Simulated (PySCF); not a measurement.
# GaSe⁻ under other conditions

Aim: change spin, charge, geometry, field or solvent of GaSe⁻, one at a time, and compare with the base run.

Program: PySCF 2.14.0. Level of theory: method and basis as typed in the scripts. These are calculated values, not measurements.

1 further run of the same task is left out (it didn't finish).

## (1) Starting geometry

GaSe⁻: 2 atoms, charge -1, spin multiplicity 1.

Bond lengths: Ga1–Se2 2.420 Å.

## (2) The base run

File input.py:

```python
from pyscf import gto, scf

mol = gto.M(
    atom='Ga 0 0 0; Se 0 0 2.42',
    basis='sbkjc',
    ecp={'Ga': 'sbkjc', 'Se': 'sbkjc'},
    charge=-1,
    spin=0,
    verbose=4,
)
mf = scf.UHF(mol)
mf.kernel()
mf.mulliken_pop()
mf.dip_moment()
print('orbital energies (hartree):', [e[max(0, n-3):n+3].round(4) for e, n in zip(mf.mo_energy, mol.nelec)])
```

Launch:

```bash
$ OMP_NUM_THREADS=1 python input.py
```

The log of this run is left out.

It gives: E(SCF) = -266.382369 Eh, 13 cycles.

The bond length is a typed value, not an optimised one. The dipole of an ion depends on the origin.

## (3) PCM, ε = 78.36

Variant 1 changes solvent: none (gas phase) → PCM, ε = 78.36.

File input.py:

```python
from pyscf import gto, scf, solvent

mol = gto.M(
    atom='Ga 0 0 0; Se 0 0 2.42',
    basis='sbkjc',
    ecp={'Ga': 'sbkjc', 'Se': 'sbkjc'},
    charge=-1,
    spin=0,
    verbose=4,
)
mf = scf.UHF(mol)
mf = solvent.PCM(mf)
mf.with_solvent.eps = 78.36
mf.kernel()
mf.mulliken_pop()
mf.dip_moment()
print('orbital energies (hartree):', [e[max(0, n-3):n+3].round(4) for e, n in zip(mf.mo_energy, mol.nelec)])
```

Launch:

```bash
$ OMP_NUM_THREADS=1 python input.py
```

## (4) Bond 2.347 Å

Variant 2 changes bond length: 2.42 Å → 2.347 Å.

input.py, as its differences from that of step 2:

```diff
@@ -3,3 +3,3 @@
 mol = gto.M(
-    atom='Ga 0 0 0; Se 0 0 2.42',
+    atom='Ga 0 0 0; Se 0 0 2.347',
     basis='sbkjc',
```

## (5) Bond 2.71 Å

Variant 3 changes bond length: 2.42 Å → 2.71 Å.

input.py, as its differences from that of step 2:

```diff
@@ -3,3 +3,3 @@
 mol = gto.M(
-    atom='Ga 0 0 0; Se 0 0 2.42',
+    atom='Ga 0 0 0; Se 0 0 2.71',
     basis='sbkjc',
```

## (6) Bond 7.26 Å

Variant 4 changes bond length: 2.42 Å → 7.26 Å.

input.py, as its differences from that of step 2:

```diff
@@ -3,3 +3,3 @@
 mol = gto.M(
-    atom='Ga 0 0 0; Se 0 0 2.42',
+    atom='Ga 0 0 0; Se 0 0 7.26',
     basis='sbkjc',
```

## (7) Bond 2.251 Å

Variant 5 changes bond length: 2.42 Å → 2.251 Å.

input.py, as its differences from that of step 2:

```diff
@@ -3,3 +3,3 @@
 mol = gto.M(
-    atom='Ga 0 0 0; Se 0 0 2.42',
+    atom='Ga 0 0 0; Se 0 0 2.251',
     basis='sbkjc',
```

## (8) Triplet

Variant 6 changes spin (2S): 0 → 2.

input.py, as its differences from that of step 2:

```diff
@@ -7,3 +7,3 @@
     charge=-1,
-    spin=0,
+    spin=2,
     verbose=4,
```

**Question.** What will these runs give? Wanted: for each run, E(SCF); from base; gap, α spin.

The runs gave:

| run | E(SCF) (hartree) | from base (eV) | cycles | gap, α spin (eV) |
| --- | --- | --- | --- | --- |
| base | -266.382369 | 0 | 13 | 8.72 |
| PCM, ε = 78.36 | -266.482002 | -2.7112 | 13 | 9.30 |
| bond 2.347 Å | -266.385132 | -0.0752 | 13 | 8.86 |
| bond 2.71 Å | -266.358998 | +0.6359 | 13 | 7.85 |
| bond 7.26 Å | -266.167576 | +5.8448 | 26 | 2.16 |
| bond 2.251 Å | -266.385258 | -0.0786 | 13 | 9.01 |
| triplet | -266.313738 | +1.8675 | 15 | 6.25 |

What this shows: The largest comparable shift of the SCF energy, +5.845 eV, comes with the run “bond 7.26 Å”. A continuum solvent with ε = 78.36 lowers the energy by 2.711 eV, a large gain because the system is charged. The triplet solution found lies 1.87 eV above the base singlet at this geometry and level. With bond 7.26 Å the frontier gap moves by over 1.5 eV, which can mean another electronic state rather than the bond length alone.
